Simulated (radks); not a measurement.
# Li in [He] 2s0.5 2p0.5: an all-electron calculation

One table from this session's results is given with a row withheld; the runs are named, their logs left out.

Method: scalar-relativistic Kohn-Sham, PW91, spin-polarised, spherical densities, point nucleus; open shells are filled with parallel spins first. Code: radks (a radial shooting solver on a logarithmic mesh, Libxc functionals) version 1.

### The system

* element: lithium (Z = 3)
* charge: 0
* electrons: 3
* configuration: [He] 2s0.5 2p0.5

Set-up of the first run:

Settings of this run:

```text
Z 3
configuration [He] 2s0.5 2p0.5 3s0 3p0 3d0
relativity scalar-relativistic
functional pw91,pw91
spin polarised
nucleus point
c 137.035999084
```

One table of the session follows, with a row left open; its other results are not shown here.

It belongs to the step «Radial structure». Radial moments (bohr):

```
  level     <r>  outermost maximum (interpolated)  90 % within
  1s up  0.5808                             0.361         1.05
1s down  0.5803                             0.361         1.05
  2s up   3.789                              3.08         5.92
  2p up       ?                                 ?            ?
```

Estimate the missing values for 2p up.

**Answer.** <r>: 4.727; outermost maximum (interpolated): 3.65; 90 % within: 7.77. In the column «<r>» it is the highest.
